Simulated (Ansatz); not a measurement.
# Cu: rigid cleavage

This session takes Cu and sets out to open the crystal across a (0 0 1) plane.

Program: Ansatz 0.2.0. Level of theory: DFT r2SCAN, scalar-relativistic, plane waves, PAW. These are calculated values, not measurements.

3 further runs of the same task are left out: 3 set aside as unsound or not needed.

## Step 1: The starting structure

The structure is hexagonal, space group P6_3/mmc (No. 194). Conventional cell: a = 2.531 Å, b = 2.531 Å, c = 4.130 Å, α = 90.00°, β = 90.00°, γ = 120.00°. Cu (site symmetry -6m2) has 12 Cu at 2.53 Å in its first shell of neighbours.

As a file:

```cif
data_structure
_symmetry_space_group_name_H-M 'P6_3/mmc'
_symmetry_Int_Tables_number 194
_cell_length_a 2.5305
_cell_length_b 2.5305
_cell_length_c 4.1299
_cell_angle_alpha 90.000
_cell_angle_beta 90.000
_cell_angle_gamma 120.000
_cell_volume 22.90
loop_
_atom_site_label
_atom_site_type_symbol
_atom_site_symmetry_multiplicity
_atom_site_Wyckoff_symbol
_atom_site_fract_x
_atom_site_fract_y
_atom_site_fract_z
_atom_site_occupancy
Cu1 Cu 2 c 0.33333 0.66667 0.25000 1
```

It goes back to an entry of the Materials Project, which need not be the stable form.

It is built from the cell relaxed beforehand with the same method (11.45 Å³/atom).

## Step 2: Zero of the scan

File input.yaml:

```yaml
crystal:
  lattice:
    - [-1.2652513599, -2.1914796396, 0.0]
    - [1.2652513599, -2.1914796396, 0.0]
    - [0.0, 0.0, 12.3895666835]
  atoms:
    - { symbol: Cu, position: [0.6666666667, 0.6666666667, 0.0833333333] }
    - { symbol: Cu, position: [0.6666666667, 0.6666666667, 0.4166666667] }
    - { symbol: Cu, position: [0.6666666667, 0.6666666667, 0.75] }
    - { symbol: Cu, position: [0.3333333333, 0.3333333333, 0.25] }
    - { symbol: Cu, position: [0.3333333333, 0.3333333333, 0.5833333333] }
    - { symbol: Cu, position: [0.3333333333, 0.3333333333, 0.9166666667] }
basis:
  ecutwfc: 500
kpoints:
  mp_grid: { grid: [27, 27, 5] }
hamiltonian:
  xc: r2scan
scf:
  occupations: { method: gaussian, width: 0.15 }
output:
  forces: true
  stress: true
  eigenvalues: true
```

Started as:

```sh
ansatz run input.yaml --threads 2 --pin off --max-ram 5120MiB --backend cpu --events-out ev --progress --plain --runs-dir out
```

The log of the run, shortened:

```text
Warning: RAYON_NUM_THREADS=2 ignored (pool sized by the plan → 2); use --threads N
[...]
Pseudopotentials: kind: paw
Pseudopotential: Cu, paw, valence charge 19, recommended cutoff 500 eV (meta_gga), Cu.paw.azcp
Functional definition: r2SCAN
[...]
Crystal: 6 atoms, lattice volume = 68.707 Å³
Basis set: ecut = 500 eV, 1719 PW (Γ), exchange–correlation on 80×80×384 points (64 copies of the dense FFT grid, shifted against one another)
Bands: 69, of which v1, the nominal top of the filled ones, is band 57 counted from 1 (56 counted from 0)
Symmetry: 72 space group operations
Space group: P63/mmc (ITA 194), of the structure as read, at distance tolerance 4.1e-5 Å
k-points: 225 of 3645
[...]
SCF iter   1: F=—  HF=-39787.484796 eV  |F-HF|=—  |Δ(HF+E_count)|=         —  Δρ=3.98e-2  dr2=5.94e-1  dr2_τ=4.31e-3  ethr=1.77e-3  ⟨swp⟩=4.9  Hψ=49287  notcnv=0  defer=146
[...]
SCF iter   8: F=-39787.378671 eV  HF=-39787.378671 eV  |F-HF|=8.05e-9  |Δ(HF+E_count)|=   1.78e-7  Δρ=7.78e-6  dr2=2.70e-8  dr2_τ=1.22e-10  ethr=8.77e-11  ⟨swp⟩=8.4  Hψ=71874  notcnv=0
[...]
SCF converged after 8 iterations
Free energy (F): -39787.378671 eV
[...]
E sigma→0 (E₀):  -39787.367144 eV
Entropy (-TS):   -0.023054 eV (-3.842 meV/atom)
Fermi energy:    17.240384 eV
[...]
--- Forces (eV/Å), atoms counted from 1 ---
  atom   1  Cu    -0.00000000    -0.00000000     0.00000000
  atom   2  Cu    -0.00000000    -0.00000000    -0.00000000
  atom   3  Cu     0.00000000    -0.00000000    -0.00000000
  atom   4  Cu     0.00000000     0.00000000     0.00000000
  atom   5  Cu     0.00000000     0.00000000    -0.00000000
  atom   6  Cu     0.00000000     0.00000000     0.00000000
[...]
--- Stress (GPa, compression-positive) ---
       -0.458599       0.000000      -0.000000
        0.000000      -0.458599       0.000000
       -0.000000       0.000000       0.864320
  P = ⅓ Tr σ = -0.0176 GPa (-0.176 kbar)
--- Band table (eV; the first three rows and the last of 225) ---
[...]
```

It took 55 s on 2 threads of Arm Neoverse V1, shared host; peak memory 1.1 GiB.

The cell is repeated 3 times, 6 atoms in all. Reference values: F = -39787.3787 eV; pressure -0.02 GPa; largest force 0.000 eV/Å; gap on the mesh none (metal).

## Step 3: Next: rigid cleavage

The cut lies on the cell's a–b face, a (0 0 1) plane of area 5.55 Å², between layers 2.07 Å apart (Cu below, Cu above); the cell is 12.4 Å thick. Vector c is lengthened by d along the normal with the atoms' Cartesian places fixed: one unrelaxed cut per cell.

## Step 4: At d = 1.00 Å

File input.yaml:

```yaml
crystal:
  lattice:
    - [-1.2652513599, -2.1914796396, 0.0]
    - [1.2652513599, -2.1914796396, 0.0]
    - [0.0, 0.0, 13.3895666835]
  atoms:
    - { symbol: Cu, position: [0.6666666667, 0.6666666667, 0.8482208241] }
    - { symbol: Cu, position: [0.6666666667, 0.6666666667, 0.231344168] }
    - { symbol: Cu, position: [0.6666666667, 0.6666666667, 0.539782496] }
    - { symbol: Cu, position: [0.3333333333, 0.3333333333, 0.0771250039] }
    - { symbol: Cu, position: [0.3333333333, 0.3333333333, 0.385563332] }
    - { symbol: Cu, position: [0.3333333333, 0.3333333333, 0.69400166] }
basis:
  ecutwfc: 500
kpoints:
  mp_grid: { grid: [27, 27, 5] }
hamiltonian:
  xc: r2scan
scf:
  occupations: { method: gaussian, width: 0.15 }
output:
  forces: true
  stress: true
  eigenvalues: true
```

Started as:

```sh
ansatz run input.yaml --threads 2 --pin off --max-ram 5120MiB --backend cpu --events-out ev --progress --plain --runs-dir out
```

The log of the run, shortened:

```text
Warning: RAYON_NUM_THREADS=2 ignored (pool sized by the plan → 2); use --threads N
[...]
[... 3 set-up lines as earlier in the session ...]
[...]
Crystal: 6 atoms, lattice volume = 74.252 Å³
Basis set: ecut = 500 eV, 1891 PW (Γ), exchange–correlation on 80×80×400 points (64 copies of the dense FFT grid, shifted against one another)
Bands: 69, of which v1, the nominal top of the filled ones, is band 57 counted from 1 (56 counted from 0)
Symmetry: 12 space group operations
Space group: P-3m1 (ITA 164), of the structure as read, at distance tolerance 4.2e-5 Å
k-points: 347 of 3645
[...]
SCF iter   1: F=—  HF=-39786.881706 eV  |F-HF|=—  |Δ(HF+E_count)|=         —  Δρ=3.96e-2  dr2=6.63e-1  dr2_τ=5.31e-3  ethr=1.77e-3  ⟨swp⟩=5.0  Hψ=77198  notcnv=0  defer=279
[...]
SCF iter  10: F=-39786.767287 eV  HF=-39786.767287 eV  |F-HF|=8.37e-9  |Δ(HF+E_count)|=   1.35e-7  Δρ=5.38e-6  dr2=2.24e-8  dr2_τ=6.07e-10  ethr=8.77e-11  ⟨swp⟩=9.0  Hψ=105375  notcnv=0
[...]
SCF converged after 10 iterations
Free energy (F): -39786.767287 eV
[...]
E sigma→0 (E₀):  -39786.756326 eV
Entropy (-TS):   -0.021921 eV (-3.654 meV/atom)
Fermi energy:    15.637631 eV
[...]
--- Forces (eV/Å), atoms counted from 1 ---
  atom   1  Cu     0.00000000     0.00000000     0.46892204
  atom   2  Cu    -0.00000000     0.00000000    -0.09959310
  atom   3  Cu     0.00000000     0.00000000     0.02360029
  atom   4  Cu     0.00000000    -0.00000000    -0.46892204
  atom   5  Cu     0.00000000    -0.00000000    -0.02360029
  atom   6  Cu    -0.00000000     0.00000000     0.09959310
[...]
--- Stress (GPa, compression-positive) ---
       -2.883170       0.000000       0.000000
       -0.000000      -2.883170       0.000000
        0.000000       0.000000      -3.970476
  P = ⅓ Tr σ = -3.2456 GPa (-32.456 kbar)
--- Band table (eV; the first three rows and the last of 347) ---
[...]
```

Wall time 1.8 min (2 threads of Arm Neoverse V1, shared host); peak memory 1.6 GiB.

## Step 5: At d = 3.00 Å

File input.yaml:

```yaml
crystal:
  lattice:
    - [-1.2652513599, -2.1914796396, 0.0]
    - [1.2652513599, -2.1914796396, 0.0]
    - [0.0, 0.0, 15.3895666835]
  atoms:
    - { symbol: Cu, position: [0.6666666667, 0.6666666667, 0.7379875938] }
    - { symbol: Cu, position: [0.6666666667, 0.6666666667, 0.2012791021] }
    - { symbol: Cu, position: [0.6666666667, 0.6666666667, 0.4696333479] }
    - { symbol: Cu, position: [0.3333333333, 0.3333333333, 0.0671019792] }
    - { symbol: Cu, position: [0.3333333333, 0.3333333333, 0.335456225] }
    - { symbol: Cu, position: [0.3333333333, 0.3333333333, 0.6038104709] }
basis:
  ecutwfc: 500
kpoints:
  mp_grid: { grid: [27, 27, 5] }
hamiltonian:
  xc: r2scan
scf:
  occupations: { method: gaussian, width: 0.15 }
output:
  forces: true
  stress: true
  eigenvalues: true
  write_density: true
  write_potential: true
  elf: true
  volumetric_format: npy
```

Started as:

```sh
ansatz run input.yaml --threads 2 --pin off --max-ram 5120MiB --backend cpu --events-out ev --progress --plain --runs-dir out
```

The log of the run, shortened:

```text
[...]
SCF converged after 10 iterations
Free energy (F): -39786.330188 eV
[...]
E sigma→0 (E₀):  -39786.318690 eV
Entropy (-TS):   -0.022997 eV (-3.833 meV/atom)
Fermi energy:    13.000212 eV
[...]
--- Forces (eV/Å), atoms counted from 1 ---
  atom   1  Cu    -0.00000000     0.00000000    -0.02855351
  atom   2  Cu    -0.00000000     0.00000000    -0.07192601
  atom   3  Cu    -0.00000000     0.00000000     0.03922852
  atom   4  Cu     0.00000000    -0.00000000     0.02855351
  atom   5  Cu     0.00000000    -0.00000000    -0.03922852
  atom   6  Cu     0.00000000    -0.00000000     0.07192601
[...]
--- Stress (GPa, compression-positive) ---
       -2.919084       0.000000      -0.000000
        0.000000      -2.919084       0.000000
       -0.000000       0.000000      -0.848727
  P = ⅓ Tr σ = -2.2290 GPa (-22.290 kbar)
--- Band table (eV; the first three rows and the last of 347) ---
[...]
```

Run time: 2.8 min. Hardware: 2 threads of Arm Neoverse V1, shared host; peak memory 1.8 GiB.

Density in a lattice plane of the grid's cell (edges 2.53 and 15.39 Å, at 0.333 of the third edge), which holds Cu.

Ten even steps from ' ' (0.01 e/Å³) to '@' (54.44 e/Å³):
```
            
            
            
            
            
            
            
  ::@@::    
            
            
            
            
  ..**..    
    ..      
            
            
            
    ..      
  ..++..    
            
```
Columns run along the first of these edges and rows up along the second, over one cell in 6 and 20 even steps from the bottom left corner. Atoms in the plane (fractional): Cu at (0.33, 0.07), Cu at (0.33, 0.34), Cu at (0.33, 0.60).

ELF in the same plane.

Values, 12 rows by 6 columns:
```
0.02 0.02 0.02 0.02 0.02 0.02
0.15 0.18 0.18 0.17 0.15 0.14
0.18 0.21 0.32 0.22 0.18 0.20
0.21 0.17 0.17 0.17 0.21 0.23
0.17 0.33 0.64 0.34 0.17 0.23
0.16 0.23 0.31 0.24 0.17 0.17
0.20 0.26 0.25 0.25 0.20 0.17
0.17 0.45 0.88 0.47 0.18 0.21
0.19 0.26 0.28 0.26 0.19 0.16
0.16 0.23 0.29 0.23 0.17 0.16
0.17 0.37 0.71 0.38 0.17 0.23
0.18 0.13 0.13 0.13 0.18 0.25
```
Columns run along the first of these edges and rows up along the second, over one cell in 6 and 12 even steps from the bottom left corner. Atoms in the plane (fractional): Cu at (0.33, 0.07), Cu at (0.33, 0.34), Cu at (0.33, 0.60).

Both are smooth fields of the valence electrons: close to the nuclei they are not physical.

## Step 6: d = 0.50 Å

File input.yaml:

```yaml
crystal:
  lattice:
    - [-1.2652513599, -2.1914796396, 0.0]
    - [1.2652513599, -2.1914796396, 0.0]
    - [0.0, 0.0, 12.8895666835]
  atoms:
    - { symbol: Cu, position: [0.6666666667, 0.6666666667, 0.8811242119] }
    - { symbol: Cu, position: [0.6666666667, 0.6666666667, 0.2403182543] }
    - { symbol: Cu, position: [0.6666666667, 0.6666666667, 0.5607212331] }
    - { symbol: Cu, position: [0.3333333333, 0.3333333333, 0.0801167649] }
    - { symbol: Cu, position: [0.3333333333, 0.3333333333, 0.4005197437] }
    - { symbol: Cu, position: [0.3333333333, 0.3333333333, 0.7209227225] }
basis:
  ecutwfc: 500
kpoints:
  mp_grid: { grid: [27, 27, 5] }
hamiltonian:
  xc: r2scan
scf:
  occupations: { method: gaussian, width: 0.15 }
output:
  forces: true
  stress: true
  eigenvalues: true
```

Started as:

```sh
ansatz run input.yaml --threads 2 --pin off --max-ram 5120MiB --backend cpu --events-out ev --progress --plain --runs-dir out
```

The log of the run, shortened:

```text
Warning: RAYON_NUM_THREADS=2 ignored (pool sized by the plan → 2); use --threads N
[...]
[... 3 set-up lines as earlier in the session ...]
[...]
Crystal: 6 atoms, lattice volume = 71.480 Å³
Basis set: ecut = 500 eV, 1817 PW (Γ), exchange–correlation on 80×80×384 points (64 copies of the dense FFT grid, shifted against one another)
Bands: 69, of which v1, the nominal top of the filled ones, is band 57 counted from 1 (56 counted from 0)
[... 2 set-up lines as earlier in the session ...]
k-points: 347 of 3645
[...]
SCF iter   1: F=—  HF=-39787.217467 eV  |F-HF|=—  |Δ(HF+E_count)|=         —  Δρ=4.02e-2  dr2=6.40e-1  dr2_τ=5.09e-3  ethr=1.77e-3  ⟨swp⟩=5.0  Hψ=76526  notcnv=0  defer=241
[...]
SCF iter  13: F=-39787.104148 eV  HF=-39787.104148 eV  |F-HF|=2.73e-9  |Δ(HF+E_count)|=   4.92e-9  Δρ=5.06e-6  dr2=1.03e-8  dr2_τ=1.62e-10  ethr=8.77e-11  ⟨swp⟩=8.6  Hψ=100401  notcnv=0
[...]
SCF converged after 13 iterations
Free energy (F): -39787.104148 eV
[...]
E sigma→0 (E₀):  -39787.092835 eV
Entropy (-TS):   -0.022626 eV (-3.771 meV/atom)
Fermi energy:    16.408389 eV
[...]
--- Forces (eV/Å), atoms counted from 1 ---
  atom   1  Cu     0.00000000     0.00000000     0.71442012
  atom   2  Cu     0.00000000     0.00000000    -0.08186739
  atom   3  Cu     0.00000000     0.00000000     0.00554050
  atom   4  Cu    -0.00000000    -0.00000000    -0.71442012
  atom   5  Cu    -0.00000000    -0.00000000    -0.00554050
  atom   6  Cu     0.00000000    -0.00000000     0.08186739
[...]
--- Stress (GPa, compression-positive) ---
       -2.423125       0.000000      -0.000000
       -0.000000      -2.423125       0.000000
       -0.000000       0.000000      -4.478596
  P = ⅓ Tr σ = -3.1083 GPa (-31.083 kbar)
--- Band table (eV; the first three rows and the last of 347) ---
[...]
```

It took 1.9 min on 2 threads of Arm Neoverse V1, shared host; peak memory 1.6 GiB.

## Step 7: At d = 2.00 Å

File input.yaml:

```yaml
crystal:
  lattice:
    - [-1.2652513599, -2.1914796396, 0.0]
    - [1.2652513599, -2.1914796396, 0.0]
    - [0.0, 0.0, 14.3895666835]
  atoms:
    - { symbol: Cu, position: [0.6666666667, 0.6666666667, 0.789273891] }
    - { symbol: Cu, position: [0.6666666667, 0.6666666667, 0.2152669522] }
    - { symbol: Cu, position: [0.6666666667, 0.6666666667, 0.5022704216] }
    - { symbol: Cu, position: [0.3333333333, 0.3333333333, 0.0717652175] }
    - { symbol: Cu, position: [0.3333333333, 0.3333333333, 0.3587686869] }
    - { symbol: Cu, position: [0.3333333333, 0.3333333333, 0.6457721563] }
basis:
  ecutwfc: 500
kpoints:
  mp_grid: { grid: [27, 27, 5] }
hamiltonian:
  xc: r2scan
scf:
  occupations: { method: gaussian, width: 0.15 }
output:
  forces: true
  stress: true
  eigenvalues: true
  write_density: true
  write_potential: true
  elf: true
  volumetric_format: npy
```

Started as:

```sh
ansatz run input.yaml --threads 2 --pin off --max-ram 5120MiB --backend cpu --events-out ev --progress --plain --runs-dir out
```

The log of the run, shortened:

```text
[...]
SCF converged after 10 iterations
Free energy (F): -39786.429984 eV
[...]
E sigma→0 (E₀):  -39786.419518 eV
Entropy (-TS):   -0.020932 eV (-3.489 meV/atom)
Fermi energy:    14.239440 eV
[...]
--- Forces (eV/Å), atoms counted from 1 ---
  atom   1  Cu     0.00000000     0.00000000     0.09734408
  atom   2  Cu    -0.00000000     0.00000000    -0.08456437
  atom   3  Cu     0.00000000     0.00000000     0.03965006
  atom   4  Cu     0.00000000    -0.00000000    -0.09734408
  atom   5  Cu     0.00000000    -0.00000000    -0.03965006
  atom   6  Cu    -0.00000000    -0.00000000     0.08456437
[...]
--- Stress (GPa, compression-positive) ---
       -2.905056      -0.000000       0.000000
       -0.000000      -2.905056       0.000000
        0.000000       0.000000      -1.998097
  P = ⅓ Tr σ = -2.6027 GPa (-26.027 kbar)
--- Band table (eV; the first three rows and the last of 347) ---
[...]
```

Wall time 2.6 min (2 threads of Arm Neoverse V1, shared host); peak memory 1.7 GiB.

Density in a lattice plane of the grid's cell (edges 2.53 and 14.39 Å, at 0.333 of the third edge), which holds Cu.

Ten even steps from '0' (0.02 e/Å³) to '9' (54.29 e/Å³):
```
000000
000000
000000
000000
000000
000000
029200
000000
000000
000000
000000
000000
028200
000000
000000
000000
000000
002000
014100
000000
```
Columns run along the first of these edges and rows up along the second, over one cell in 6 and 20 even steps from the bottom left corner. Atoms in the plane (fractional): Cu at (0.33, 0.07), Cu at (0.33, 0.36), Cu at (0.33, 0.65).

ELF in the same plane.

Ten even steps from ' ' (0.07) to '@' (0.88):
```
            
            
..::::....  
....::......
..::--::....
..........::
..==@@==....
..........::
..::::::....
....::......
..::::::....
....::....::
..==@@==....
..........::
..::--::....
....::......
............
..::++::..::
..--**--..::
..      ....
```
Columns run along the first of these edges and rows up along the second, over one cell in 6 and 20 even steps from the bottom left corner. Atoms in the plane (fractional): Cu at (0.33, 0.07), Cu at (0.33, 0.36), Cu at (0.33, 0.65).

Both are smooth fields of the valence electrons: close to the nuclei they are not physical.

## Step 8: d = 6.00 Å

File input.yaml:

```yaml
crystal:
  lattice:
    - [-1.2652513599, -2.1914796396, 0.0]
    - [1.2652513599, -2.1914796396, 0.0]
    - [0.0, 0.0, 18.3895666835]
  atoms:
    - { symbol: Cu, position: [0.6666666667, 0.6666666667, 0.6175952637] }
    - { symbol: Cu, position: [0.6666666667, 0.6666666667, 0.1684432383] }
    - { symbol: Cu, position: [0.6666666667, 0.6666666667, 0.393019251] }
    - { symbol: Cu, position: [0.3333333333, 0.3333333333, 0.056155232] }
    - { symbol: Cu, position: [0.3333333333, 0.3333333333, 0.2807312447] }
    - { symbol: Cu, position: [0.3333333333, 0.3333333333, 0.5053072574] }
basis:
  ecutwfc: 500
kpoints:
  mp_grid: { grid: [27, 27, 5] }
hamiltonian:
  xc: r2scan
scf:
  occupations: { method: gaussian, width: 0.15 }
output:
  forces: true
  stress: true
  eigenvalues: true
```

Started as:

```sh
ansatz run input.yaml --threads 2 --pin off --max-ram 5120MiB --backend cpu --events-out ev --progress --plain --runs-dir out
```

The log of the run, shortened:

```text
Warning: RAYON_NUM_THREADS=2 ignored (pool sized by the plan → 2); use --threads N
[...]
[... 3 set-up lines as earlier in the session ...]
[...]
Crystal: 6 atoms, lattice volume = 101.980 Å³
Basis set: ecut = 500 eV, 2605 PW (Γ), exchange–correlation on 80×80×540 points (64 copies of the dense FFT grid, shifted against one another)
Bands: 69, of which v1, the nominal top of the filled ones, is band 57 counted from 1 (56 counted from 0)
[... 1 set-up line as earlier in the session ...]
Space group: P-3m1 (ITA 164), of the structure as read, at distance tolerance 4.7e-5 Å
k-points: 347 of 3645
[...]
SCF iter   1: F=—  HF=-39786.410256 eV  |F-HF|=—  |Δ(HF+E_count)|=         —  Δρ=3.38e-2  dr2=6.48e-1  dr2_τ=5.35e-3  ethr=1.77e-3  ⟨swp⟩=6.1  Hψ=90615  notcnv=0  defer=298
[...]
SCF iter  11: F=-39786.301784 eV  HF=-39786.301784 eV  |F-HF|=3.60e-8  |Δ(HF+E_count)|=   2.37e-8  Δρ=5.32e-6  dr2=2.39e-8  dr2_τ=4.69e-10  ethr=8.77e-11  ⟨swp⟩=11.8  Hψ=116390  notcnv=0
[...]
SCF converged after 11 iterations
Free energy (F): -39786.301784 eV
[...]
E sigma→0 (E₀):  -39786.289915 eV
Entropy (-TS):   -0.023737 eV (-3.956 meV/atom)
Fermi energy:    10.097730 eV
[...]
--- Forces (eV/Å), atoms counted from 1 ---
  atom   1  Cu    -0.00000000     0.00000000    -0.06612745
  atom   2  Cu     0.00000000     0.00000000    -0.06702694
  atom   3  Cu     0.00000000     0.00000000     0.03859343
  atom   4  Cu    -0.00000000     0.00000000     0.06612745
  atom   5  Cu     0.00000000    -0.00000000    -0.03859343
  atom   6  Cu     0.00000000     0.00000000     0.06702694
[...]
--- Stress (GPa, compression-positive) ---
       -2.548536       0.000000       0.000000
        0.000000      -2.548536       0.000000
        0.000000       0.000000      -0.305685
  P = ⅓ Tr σ = -1.8009 GPa (-18.009 kbar)
--- Band table (eV; the first three rows and the last of 347) ---
[...]
```

It took 2.7 min on 2 threads of Arm Neoverse V1, shared host; peak memory 2 GiB.

## Step 9: All points together

All points in order; energies are free energies above the reference cell:

| d (Å) | energy (J/m²) | traction (GPa) |
| --- | --- | --- |
| 0.00 | 0.00 | -0.9 |
| 0.50 | 0.79 | 22.2 |
| 1.00 | 1.77 | 15.9 |
| 2.00 | 2.74 | 5.2 |
| 3.00 | 3.03 | 1.3 |
| 6.00 | 3.11 | 0.0 |

## Step 10: Outcome

| quantity | value |
| --- | --- |
| energy at d = 6.00 Å | 3.11 J/m² |
| largest traction sampled | 22.2 GPa at d = 0.50 Å |

The energy levels off at 3.11 J/m², the work to make two unrelaxed faces. The traction peaks at 22.2 GPa near 0.50 Å, an estimate of the ideal strength of rigid blocks on this coarse sampling.
